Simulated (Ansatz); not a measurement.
# C₅H₁₄GaNO: up Jacob's ladder to CCSD(T)

Aim: compute C₅H₁₄GaNO with functionals from several rungs and with coupled cluster, and see how far each lands from CCSD(T) at the basis-set limit for the atomisation energy.

The runs use Ansatz 0.2.0, Gaussian basis; functionals in def2-TZVPP, the program's frozen cores in correlated methods.

The runs, in order: LDA (SPW92), PBE-D4, revPBE-D4, BLYP-D4, r2SCAN-D4, B97M-V, PBE0-D4, B3LYP-D4, r2SCANh-D4, r2SCAN0-D4, HSE06-D4, BHLYP-D4, CAM-B3LYP-D4, LC-ωPBE, ωB97X-V, ωB97M-V, B2PLYP, PBE-QIDH; CCSD(T)/def2-SVP; CCSD(T)/def2-TZVPP; MP2/def2-QZVPP; extrapolation to the limit; RPA on PBE.

## Step 1: Structure used throughout

An earlier PBE0-D4 in a triple-zeta def2 set relaxation fixed the geometry.

SMILES `C[CH2][Ga]([O]C)[N](C)C`, 22 atoms, charge 0, spin multiplicity 1.

Atoms are counted from 1 here; the program's logs count them from 0.

Bond lengths: C1–C2 1.525 Å, C1–H9 1.092 Å, C1–H10 1.094 Å, C1–H11 1.092 Å, C2–Ga3 1.962 Å, C2–H12 1.095 Å, C2–H13 1.095 Å, Ga3–O4 1.791 Å, Ga3–N6 1.826 Å, O4–C5 1.396 Å, C5–H14 1.099 Å, C5–H15 1.096 Å, C5–H16 1.099 Å, N6–C7 1.440 Å, N6–C8 1.438 Å, C7–H17 1.101 Å, C7–H18 1.093 Å, C7–H19 1.101 Å and more. Angles: C2–C1–H9 111.6°, C2–C1–H10 111.4°, C2–C1–H11 111.6°, H9–C1–H10 107.7°, H9–C1–H11 106.6°, H10–C1–H11 107.7°, C1–C2–Ga3 113.7°, C1–C2–H12 110.7°, C1–C2–H13 110.7°, Ga3–C2–H12 107.9°, Ga3–C2–H13 107.8°, H12–C2–H13 105.5°, C2–Ga3–O4 115.2°, C2–Ga3–N6 124.1°, O4–Ga3–N6 120.7°, Ga3–O4–C5 129.6°, O4–C5–H14 112.7°, O4–C5–H15 108.8° and more.

## Step 2: LDA

This LDA is Slater exchange with PW92 correlation.

File in.yaml:

```yaml
crystal:
  periodic: [false, false, false]
  atoms:
    - {symbol: C, position_ang: [1.962026, -1.121112, -2.382471]}
    - {symbol: C, position_ang: [1.954022, -0.608736, -0.946187]}
    - {symbol: Ga, position_ang: [0.169960, -0.123087, -0.290697]}
    - {symbol: O, position_ang: [-1.161626, -0.347004, -1.467824]}
    - {symbol: C, position_ang: [-2.528392, -0.103045, -1.322628]}
    - {symbol: N, position_ang: [-0.166667, 0.512478, 1.387359]}
    - {symbol: C, position_ang: [0.907773, 0.688396, 2.330071]}
    - {symbol: C, position_ang: [-1.444879, 0.885686, 1.931252]}
    - {symbol: H, position_ang: [1.340346, -2.011626, -2.495535]}
    - {symbol: H, position_ang: [2.974177, -1.379126, -2.708374]}
    - {symbol: H, position_ang: [1.569690, -0.376111, -3.077669]}
    - {symbol: H, position_ang: [2.369506, -1.358257, -0.264679]}
    - {symbol: H, position_ang: [2.599186, 0.270067, -0.844418]}
    - {symbol: H, position_ang: [-2.983946, -0.706831, -0.525723]}
    - {symbol: H, position_ang: [-3.035500, -0.362135, -2.258705]}
    - {symbol: H, position_ang: [-2.749813, 0.952251, -1.111711]}
    - {symbol: H, position_ang: [0.759193, 0.080471, 3.235516]}
    - {symbol: H, position_ang: [1.866246, 0.398340, 1.892369]}
    - {symbol: H, position_ang: [0.995818, 1.735807, 2.656621]}
    - {symbol: H, position_ang: [-1.459115, 1.941484, 2.242201]}
    - {symbol: H, position_ang: [-1.696553, 0.287055, 2.820032]}
    - {symbol: H, position_ang: [-2.241452, 0.745067, 1.201199]}
basis:
  gaussian: {orbitals: def2-TZVPP}
hamiltonian: {xc: lda}
output: {orbitals: {seedname: orbitals}}
```

Command:

```
> ansatz run in.yaml --threads 2 --pin off --events-out ev --progress --plain --max-ram 22528MiB --backend cuda --devices 0, --max-vram 18GiB
```

After this run come: PBE-D4 (GGA); revPBE-D4 (GGA); BLYP-D4 (GGA); r2SCAN-D4 (meta-GGA); B97M-V (meta-GGA); B3LYP-D4 (hybrid); r2SCANh-D4 (hybrid); r2SCAN0-D4 (hybrid); HSE06-D4 (hybrid); BHLYP-D4 (hybrid); CAM-B3LYP-D4 (range-separated); LC-ωPBE (range-separated); ωB97X-V (range-separated); ωB97M-V (range-separated); B2PLYP (double hybrid); PBE-QIDH (double hybrid); CCSD(T) in def2-SVP; CCSD(T) in def2-TZVPP; MP2 in def2-QZVPP; RPA on PBE orbitals.

**Question.** What will the summary of the whole plan be? Wanted: atomisation energy, CCSD(T)/CBS; farthest beyond LDA; mean size of error, GGA; mean size of error, meta-GGA; mean size of error, hybrid; mean size of error, range-separated; mean size of error, double hybrid; gap, smallest and largest; T1 diagnostic.

As calculated:

```
                               quantity                                                                                                                              value
        atomisation energy, CCSD(T)/CBS                                                                                                                          85.749 eV
    functionals within 0.857 eV (1.0 %)  revPBE-D4, BLYP-D4, r2SCAN-D4, B97M-V, PBE0-D4, B3LYP-D4, r2SCANh-D4, HSE06-D4, CAM-B3LYP-D4, LC-ωPBE, ωB97X-V, ωB97M-V, PBE-QIDH
                    farthest beyond LDA                                                                                                               BHLYP-D4 (-2.333 eV)
                mean size of error, GGA                                                                                                                           0.799 eV
           mean size of error, meta-GGA                                                                                                                           0.129 eV
             mean size of error, hybrid                                                                                                                           0.722 eV
    mean size of error, range-separated                                                                                                                           0.168 eV
      mean size of error, double hybrid                                                                                                                           0.728 eV
              gap, smallest and largest                                                                                          4.18 eV (LDA (SPW92)), 11.11 eV (LC-ωPBE)
                          T1 diagnostic                                                                                                                             0.0126
triples share of the correlation energy                                                                                                                              3.9 %
```

LDA overbinds by 11.980 eV (14 %). PBE-D4 is off by +1.425 eV. Double hybrids carry the basis error of their MP2 part in triple zeta, and no dispersion term here, so their miss is partly the set-up's. The rungs meta-GGA, range-separated, hybrid, double hybrid, GGA miss on average by less than the doubt on the reference (0.857 eV), so they tie. Misses under about 0.857 eV are within the doubt on the reference itself, which lacks core-valence correlation, relativity and higher excitations, and its outer-core shells are covered unevenly. Hartree-Fock recovers 73 % of the binding; the rest is correlation. CCSD(T) in def2-SVP is off by -3.894 eV, so the small basis spoils what the method gains. The gap grows from 4.2 to 11.1 eV across the functionals, mostly with the share of exact exchange. Correlated methods include outer-core shells of Ga, which these sets cover unevenly.
